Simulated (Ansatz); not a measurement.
**C2H3ClFIn: small, medium and large basis sets**

One table from this session's results is given with a row withheld; the runs are named, their logs left out.

The runs use Ansatz 0.2.0, Gaussian basis; one geometry, several basis sets.

The runs, in order: PBE0-D4/def2-SVP; ωB97M-V/def2-SVP; PBE0-D4/def2-QZVPP; ωB97M-V/def2-QZVPP; the functionals' def2-TZVPP values are taken from earlier runs.

## The relaxed structure

The geometry comes from an earlier relaxation with PBE0-D4 in a triple-zeta def2 set; it is a stationary point, not always the lowest conformer. In takes the def2 core potential; no spin-orbit term is included.

8 atoms, charge 0, spin multiplicity 1.

Atoms are counted from 1 here; the program's logs count them from 0.

Bond lengths: C1–C2 1.328 Å, C1–H6 1.088 Å, C1–H7 1.086 Å, C2–In3 2.103 Å, C2–H8 1.085 Å, In3–F4 1.949 Å, In3–Cl5 2.308 Å. Angles: C2–C1–H6 121.2°, C2–C1–H7 122.7°, H6–C1–H7 116.0°, C1–C2–In3 120.1°, C1–C2–H8 120.5°, In3–C2–H8 119.4°, C2–In3–F4 116.8°, C2–In3–Cl5 132.7°, F4–In3–Cl5 110.5°.

Coordinates:

```
C    -0.9643   -0.2324    1.1810
C     0.2266    0.1939    0.7753
In    0.7324    0.1280   -1.2651
F    -0.6154   -0.5775   -2.4838
Cl    2.6302    0.7397   -2.4277
H    -1.2447   -0.2062    2.2320
H    -1.7117   -0.6242    0.4979
H     0.9469    0.5788    1.4903
```

Set-up of the first run:

Input file in.yaml:

```yaml
crystal:
  periodic: [false, false, false]
  atoms:
    - {symbol: C, position_ang: [-0.964307, -0.232409, 1.181011]}
    - {symbol: C, position_ang: [0.226615, 0.193907, 0.775272]}
    - {symbol: In, position_ang: [0.732422, 0.127950, -1.265088]}
    - {symbol: F, position_ang: [-0.615375, -0.577522, -2.483781]}
    - {symbol: Cl, position_ang: [2.630177, 0.739656, -2.427656]}
    - {symbol: H, position_ang: [-1.244680, -0.206202, 2.231996]}
    - {symbol: H, position_ang: [-1.711748, -0.624200, 0.497922]}
    - {symbol: H, position_ang: [0.946895, 0.578820, 1.490334]}
basis:
  gaussian: {orbitals: def2-SVP}
hamiltonian: {xc: pbe0, dispersion: d4}
output: {orbitals: {seedname: orbitals}}
```

Among the steps run: PBE0-D4 in def2-SVP; ωB97M-V in def2-SVP; PBE0-D4 in def2-QZVPP; ωB97M-V in def2-QZVPP.

One table of the session follows, with a row left open; its other results are not shown here.

It belongs to the step «Density functionals: the series». 

| functional | basis | HOMO (eV) | LUMO (eV) |
| --- | --- | --- | --- |
| PBE0-D4 | def2-SVP | ? | ? |
| PBE0-D4 | def2-TZVPP | -8.72 | -1.87 |
| PBE0-D4 | def2-QZVPP | -8.74 | -1.90 |
| ωB97M-V | def2-SVP | -10.76 | 0.09 |
| ωB97M-V | def2-TZVPP | -10.91 | -0.13 |
| ωB97M-V | def2-QZVPP | -10.94 | -0.19 |

Q: Estimate the row for PBE0-D4, def2-SVP from the others.

As computed: HOMO (eV): -8.60; LUMO (eV): -1.74. In the column «HOMO (eV)» it is the highest.
